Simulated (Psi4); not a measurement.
# BH2SeF (SMILES FB[SeH]): a chain of runs

Aim: a structure relaxation (singlet BH2SeF, PBE0-D4/def2-SVP), then the energy (doublet BH2SeF+, UPBE0-D4/def2-SVP), then a geometry optimisation (doublet BH2SeF+, UPBE0-D4/def2-SVP), then the energy (singlet BH2SeF, PBE0-D4/def2-SVP) of BFH2Se. 

The calculation is run with Psi4 1.11.

**1. The system as given**

The species is BH2SeF (5 atoms), meant as a singlet with charge 0. As SMILES, `FB[SeH]`. All atoms were displaced at random from a relaxed shape. The run starts from this shape.

Bond lengths: F1–B2 1.179 Å, B2–Se3 1.981 Å, B2–H4 1.340 Å, Se3–H5 1.483 Å. Angles: F1–B2–Se3 118.4°, F1–B2–H4 125.3°, Se3–B2–H4 115.1°, B2–Se3–H5 98.8°.

**2. A structure relaxation at PBE0-D4/def2-SVP (density fitting) (run 1)**

The input, input.in:

```
memory 1600 mb

molecule molecule1 {
  0 1
  F     -0.303007    -1.582217     0.817148
  B     -0.358447    -0.580781     0.197438
  Se     1.078862     0.760033     0.441802
  H     -1.178420    -0.354341    -0.838183
  H      0.706869     1.693986    -0.648452
  symmetry c1
}

set {
  basis def2-SVP
}

E, wfn = optimize('pbe0-d4', return_wfn=True)
```

Run with:

```sh
$ psi4 -n 1 input.in input.out
```

input.out:

```text
[...]
  Running in c1 symmetry.
[...]
  Nuclear repulsion =  149.668911604836325
[...]
  Multiplicity = 1
[...]
  Nalpha       = 25
  Nbeta        = 25
[...]
    Number of basis functions: 70
[...]
   @DF-RKS iter   1: -2525.98890254404068   -1.99449e+00   2.71892e-02 ADIIS/DIIS
[...]
   @DF-RKS iter   7: -2526.71476419949886    0.00000e+00   5.73002e-09 DIIS
[...]
  @DF-RKS Final Energy: -2526.71476419949886
   => Energetics <=
    Nuclear Repulsion Energy =            147.8431845838852325
    One-Electron Energy =               -3811.2349654291260777
    Two-Electron Energy =                1213.6847863723787668
    DFT Exchange-Correlation Energy =     -77.0055253402608457
    Empirical Dispersion Energy =          -0.0022443863761996
    VV10 Nonlocal Energy =                  0.0000000000000000
    Total Energy =                      -2526.7147641994988589
[...]
  -Total Gradient:
     Atom            X                  Y                   Z
    ------   -----------------  -----------------  -----------------
       1        0.000069239014     0.000059697946     0.000045921459
       2        0.000079223221    -0.000004021558    -0.000007539458
       3        0.000006757734     0.000099598459    -0.000044088908
       4        0.000005289237     0.000053889594     0.000000202826
       5       -0.000006261838     0.000045151958    -0.000041848571
[...]
```

The script printed:

```text
Optimizer: Optimization complete!
```

Wall time 22 s (1 thread of Intel Xeon 6975P-C (Granite Rapids), shared host); peak memory 0.46 GiB.

The path in brief:

```
step  energy from the first frame kept (eV)  largest force (eV/Å)
   0                                 0.0000               11.2455
   1                                -0.6495                3.9579
   2                                -0.4364                4.0158
   3                                -0.7503                1.4438
   4                                -0.8162                0.2740
   5                                -0.8179                0.0673
   6                                -0.8181                0.0220
   7                                -0.8181                0.0056
```

After the run. Bond lengths: F1–B2 1.321 Å, B2–Se3 1.933 Å, B2–H4 1.206 Å, Se3–H5 1.469 Å. Angles: F1–B2–Se3 118.2°, F1–B2–H4 119.6°, Se3–B2–H4 122.2°, B2–Se3–H5 93.5°.

**3. The doublet cation: the energy at UPBE0-D4/def2-SVP (density fitting) (run 2)**

The input, input.in:

```
memory 1600 MB

molecule system {
  1 2
  F     -0.69717666    -3.03834324     1.61434012
  B     -0.59638623    -0.99047349     0.19061478
  Se     2.05750924     1.43401678     0.84124371
  H     -2.14279258    -0.68822503    -1.45639492
  H      1.22826718     3.13995570    -1.18616597
  units bohr
  symmetry c1
}

set basis def2-SVP
set reference uks

e_tot = energy('pbe0-d4')
print_variables()
```

Run with:

```sh
$ psi4 -i input.in -o input.out -n 1
```

input.out:

```text
[...]
  Running in c1 symmetry.
[...]
  Nuclear repulsion =  147.843189571274763
[...]
  Multiplicity = 2
[...]
  Nalpha       = 25
  Nbeta        = 24
[...]
    Number of basis functions: 70
[...]
   @DF-UKS iter   1: -2525.83296904738199   -1.90003e+00   2.54479e-02 DIIS/ADIIS
[...]
   @DF-UKS iter   9: -2526.33909429832966   -3.47377e-08   8.52768e-07 DIIS
[...]
   @S^2 Observed:                7.533994631E-01
[...]
  @DF-UKS Final Energy: -2526.33909429832966
   => Energetics <=
    Nuclear Repulsion Energy =            147.8431895712747632
    One-Electron Energy =               -3796.3878792436366894
    Two-Electron Energy =                1198.9813979320792896
    DFT Exchange-Correlation Energy =     -76.7739220789258212
    Empirical Dispersion Energy =          -0.0018804791212297
    VV10 Nonlocal Energy =                  0.0000000000000000
    Total Energy =                      -2526.3390942983296554
[...]
 Multipole Moments:
 ------------------------------------------------------------------------------------
     Multipole            Electronic (a.u.)      Nuclear  (a.u.)        Total (a.u.)
 ------------------------------------------------------------------------------------
 L = 1.  Multiply by 2.5417464519 to convert [e a0] to [Debye]
 Dipole X            :          4.3037927           -4.4003011           -0.0965085
 Dipole Y            :          3.5362333           -2.7277590            0.8084743
 Dipole Z            :          1.3463519           -2.0343579           -0.6880059
 Magnitude           :                                                    1.0659722
[...]
```

It took 5.1 s on 1 thread of Intel Xeon 6975P-C (Granite Rapids), shared host; peak memory 0.41 GiB.

**4. The doublet cation: a geometry optimisation at UPBE0-D4/def2-SVP (density fitting) (run 3)**

The input, bfh2se.inp:

```
memory 1600 MB

molecule molecule1 {
  1 2
  F
  B 1 1.320922
  Se 2 1.933101 1 118.18001
  H 2 1.206172 1 119.57271 3 -179.95891
  H 3 1.469195 2 93.48332 4 -0.03791
  symmetry c1
}

set {
  reference uks
}

energy_value, wavefunction = optimize("pbe0-d4/def2-SVP", return_wfn=True)
```

Run with:

```sh
$ psi4 bfh2se.inp bfh2se.out -n 1
```

bfh2se.out:

```text
[...]
  Running in c1 symmetry.
[...]
  Nuclear repulsion =  147.843178931784848
[...]
  Multiplicity = 2
[...]
  Nalpha       = 25
  Nbeta        = 24
[...]
    Number of basis functions: 70
[...]
   @DF-UKS iter   1: -2525.83296906392115   -1.90003e+00   2.54479e-02 DIIS/ADIIS
[...]
   @DF-UKS iter  10: -2526.34921575327326   -4.09273e-12   3.82733e-09 DIIS
[...]
   @S^2 Observed:                7.537117570E-01
[...]
  @DF-UKS Final Energy: -2526.34921575327326
   => Energetics <=
    Nuclear Repulsion Energy =            142.9858083785167366
    One-Electron Energy =               -3787.1462684985899614
    Two-Electron Energy =                1194.5690038900756917
    DFT Exchange-Correlation Energy =     -76.7558928804948124
    Empirical Dispersion Energy =          -0.0018666427808406
    VV10 Nonlocal Energy =                  0.0000000000000000
    Total Energy =                      -2526.3492157532732563
[...]
  -Total Gradient:
     Atom            X                  Y                   Z
    ------   -----------------  -----------------  -----------------
       1       -0.000016210598     0.000057234576    -0.000044552904
       2        0.000040907277     0.000095827364     0.000176373577
       3       -0.000006650328     0.000142248122    -0.000071149622
       4       -0.000016560929     0.000043763895     0.000084956216
       5       -0.000001399429    -0.000050282761    -0.000012776128
[...]
    Final optimized geometry and variables:
    Molecular point group: c1
    Full point group: C1
    Geometry (in Angstrom), charge = 1, multiplicity = 2:
    F
    B             1    1.276136
    SE            2    2.121116      1  111.650381
    H             2    1.195834      1  129.273445      3 -179.954819
    H             3    1.483089      2   94.898890      4   -0.058032
    Psi4 run time: 0:00:26.86
[...]
```

The script printed:

```text
Optimizer: Optimization complete!
```

It took 28 s on 1 thread of Intel Xeon 6975P-C (Granite Rapids), shared host; peak memory 0.44 GiB.

Steps, from the record of the run:

```
step  energy from the first frame kept (eV)  largest force (eV/Å)
   0                                 0.0000                4.0254
   1                                -0.2330                1.4652
   2                                -0.2718                0.2917
   3                                -0.2737                0.1624
   4                                -0.2700                0.3289
   5                                -0.2753                0.0368
   6                                -0.2754                0.0105
```

After the run. Bond lengths: F1–B2 1.276 Å, B2–Se3 2.121 Å, B2–H4 1.196 Å, Se3–H5 1.483 Å. Angles: F1–B2–Se3 111.7°, F1–B2–H4 129.3°, Se3–B2–H4 119.1°, B2–Se3–H5 94.9°.

**5. The energy at PBE0-D4/def2-SVP (density fitting) (run 4)**

The input, run.py:

```python
import psi4

psi4.set_memory(1600000000)
psi4.set_num_threads(1)
psi4.set_output_file('run.log', False)

m = psi4.geometry("""
0 1
F     -0.521160    -1.563328     0.681013
B     -0.469632    -0.516385    -0.046845
Se     1.144176     0.743523     0.507580
H     -1.182451    -0.185138    -0.948058
H      0.858739     1.774424    -0.519708
""")

e_tot = psi4.energy('pbe0-d4/def2-SVP')
print(f'total energy {e_tot:.8f} hartree = {e_tot * 27.211386:.5f} eV')
```

Run with:

```sh
$ python run.py
```

run.log:

```text
[...]
  Running in c1 symmetry.
[...]
  Nuclear repulsion =  142.985808234778915
[...]
  Multiplicity = 1
[...]
  Nalpha       = 25
  Nbeta        = 25
[...]
    Number of basis functions: 70
[...]
   @DF-RKS iter   1: -2526.00124178162832   -2.18643e+00   2.71933e-02 ADIIS/DIIS
[...]
   @DF-RKS iter   9: -2526.70298745599757   -7.12016e-08   9.07958e-07 DIIS
[...]
  @DF-RKS Final Energy: -2526.70298745599757
   => Energetics <=
    Nuclear Repulsion Energy =            142.9858082347789150
    One-Electron Energy =               -3801.7270934151720212
    Two-Electron Energy =                1209.0228719353119686
    DFT Exchange-Correlation Energy =     -76.9823463517974602
    Empirical Dispersion Energy =          -0.0022278591193888
    VV10 Nonlocal Energy =                  0.0000000000000000
    Total Energy =                      -2526.7029874559980271
[...]
 Multipole Moments:
 ------------------------------------------------------------------------------------
     Multipole            Electronic (a.u.)      Nuclear  (a.u.)        Total (a.u.)
 ------------------------------------------------------------------------------------
 L = 1.  Multiply by 2.5417464519 to convert [e a0] to [Debye]
 Dipole X            :          4.2282608           -4.5832315           -0.3549706
 Dipole Y            :          2.4223379           -2.3309256            0.0914123
 Dipole Z            :          2.1026821           -2.4978243           -0.3951422
 Magnitude           :                                                    0.5389784
[...]
```

Standard output:

```text
total energy -2526.70298746 hartree = -68755.09030 eV
```

It took 4.8 s on 1 thread of Intel Xeon 6975P-C (Granite Rapids), shared host; peak memory 0.41 GiB.

**6. Outcome**

```
                                                               quantity           value
                       run 1, PBE0-D4/def2-SVP: total energy at the end  -2526.71476 Eh
                                 run 1, PBE0-D4/def2-SVP: dipole moment          1.32 D
                                   run 1, PBE0-D4/def2-SVP: HOMO energy        -7.69 eV
                                   run 1, PBE0-D4/def2-SVP: LUMO energy        -0.67 eV
                                 run 1, PBE0-D4/def2-SVP: HOMO–LUMO gap         7.03 eV
                             run 1, PBE0-D4/def2-SVP: dispersion energy    -5.89 kJ/mol
                                    doublet cation, run 2: total energy  -2526.33909 Eh
              doublet cation, run 2: HOMO energy (highest over α and β)       -15.62 eV
               doublet cation, run 2: LUMO energy (lowest over α and β)       -12.68 eV
                               doublet cation, run 2: dispersion energy    -4.94 kJ/mol
                                            doublet cation, run 2: ⟨S²⟩           0.753
                         doublet cation, run 3: total energy at the end  -2526.34922 Eh
              doublet cation, run 3: HOMO energy (highest over α and β)       -15.41 eV
               doublet cation, run 3: LUMO energy (lowest over α and β)       -12.04 eV
                               doublet cation, run 3: dispersion energy    -4.90 kJ/mol
                                            doublet cation, run 3: ⟨S²⟩           0.754
                                  run 4, PBE0-D4/def2-SVP: total energy  -2526.70299 Eh
                                 run 4, PBE0-D4/def2-SVP: dipole moment          1.37 D
                                   run 4, PBE0-D4/def2-SVP: HOMO energy        -7.14 eV
                                   run 4, PBE0-D4/def2-SVP: LUMO energy        -0.89 eV
                                 run 4, PBE0-D4/def2-SVP: HOMO–LUMO gap         6.25 eV
                             run 4, PBE0-D4/def2-SVP: dispersion energy    -5.85 kJ/mol
adiabatic ionisation energy (to the doublet cation, no zero-point term)        9.947 eV
```

In words: The adiabatic ionisation energy (to the doublet cation, no zero-point term) is 9.95 eV (960 kJ/mol). The optimisation (run 1, PBE0-D4/def2-SVP) took 8 steps and changed the energy by -0.818 eV. The optimisation (doublet cation, run 3) took 7 steps and changed the energy by -0.275 eV.
